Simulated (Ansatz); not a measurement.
Geometry optimisation, DFT PBE-D3(BJ), scalar-relativistic, plane waves, PAW (Ansatz 0.2.0).

input.yaml

```yaml
crystal:
  lattice:
    - [0.0, 4.303, 4.303]
    - [4.303, 0.0, 4.303]
    - [4.303, 4.303, 0.0]
  atoms:
    - { symbol: Mg, position: [0.0, 0.0, 0.0] }
    - { symbol: O, position: [0.25, 0.25, 0.25] }
    - { symbol: Mg, position: [0.0, 0.0, 0.5] }
    - { symbol: O, position: [0.25, 0.25, 0.75] }
    - { symbol: Mg, position: [0.0, 0.5, 0.0] }
    - { symbol: O, position: [0.25, 0.75, 0.25] }
    - { symbol: Mg, position: [0.0, 0.5, 0.5] }
    - { symbol: O, position: [0.25, 0.75, 0.75] }
    - { symbol: Mg, position: [0.5, 0.0, 0.0] }
    - { symbol: O, position: [0.75, 0.25, 0.25] }
    - { symbol: Mg, position: [0.5, 0.0, 0.5] }
    - { symbol: O, position: [0.75, 0.25, 0.75] }
    - { symbol: Mg, position: [0.5, 0.5, 0.0] }
    - { symbol: O, position: [0.75, 0.75, 0.25] }
    - { symbol: Mg, position: [0.5, 0.5, 0.5] }
    - { symbol: O, position: [0.75, 0.75, 0.75] }
    - { symbol: O, position: [0.8669841, 0.8703081, 0.3699868], spin: 1.0 }
magnetization:
  spin_polarized: true
basis:
  ecutwfc: 420.0
kpoints:
  mp_grid: { grid: [3, 3, 3] }
hamiltonian:
  xc: pbe
  dispersion: d3bj
  pseudopotentials: { kind: paw, azcp: { folder: soft_1 } }
scf:
  occupations: { method: gaussian, width: 0.05 }
  lower_state_search: "off"
relax:
  f_tol: 0.03
  max_steps: 60
  adjacent_minimum: "off"
output:
  write_density: true
  write_potential: true
  elf: true
  volumetric_format: npy
```

Run as:

```bash
$ ansatz run input.yaml --threads 4 --pin off --max-ram 10240MiB --backend cpu --events-out ev --progress --plain --runs-dir out
```

Problem. Where does it end, and by what steps?

Solution. The run converged. The force dipped under the threshold on the way, but the program's further checks kept it going. Limits of this set-up: coarse k mesh. After 9 steps the energy has fallen by 5.685 eV; O17 moved furthest, 0.96 Å. Parted: Mg1–O14 (2.15 → 2.71 Å), Mg3–O17 (1.95 → 2.98 Å), Mg7–O14 (2.15 → 2.72 Å), Mg11–O14 (2.15 → 2.72 Å). Joined: O14–O17 (1.78 → 1.42 Å).

```csv
step,energy less start (eV),largest force component (eV/Å),accepted
0,0.0000,3.680,yes
1,-2.3713,1.643,yes
2,-3.3890,2.297,yes
3,-3.8216,2.736,yes
4,-4.4374,2.295,yes
5,-5.0009,0.966,yes
6,-5.5780,0.383,yes
7,-5.6812,0.204,yes
8,-5.6846,0.019,yes
9,-5.6846,0.019,yes
```

```xyz
17
Lattice="0.0000 4.3030 4.3030 4.3030 0.0000 4.3030 4.3030 4.3030 0.0000" Properties=species:S:1:pos:R:3
Mg 0.065 0.064 0.149
O 2.212 2.211 2.212
Mg 2.191 2.189 0.038
O 4.364 4.363 2.212
Mg 2.121 0.057 2.209
O 4.364 2.211 4.363
Mg 4.368 2.301 2.215
O 6.515 4.363 4.363
Mg 0.057 2.123 2.208
O 2.212 4.363 4.363
Mg 2.304 4.366 2.214
O 4.363 6.515 4.363
Mg 2.233 2.234 4.385
O 3.950 3.953 6.105
Mg 4.360 4.359 4.274
O 6.515 6.515 6.514
O 4.777 4.774 6.925
```

Whether the end is a true minimum wasn't checked by a vibrational analysis.

The run took 2.1 min on 4 threads of Arm Neoverse V2 (shared host), peak memory 0.81 GiB.
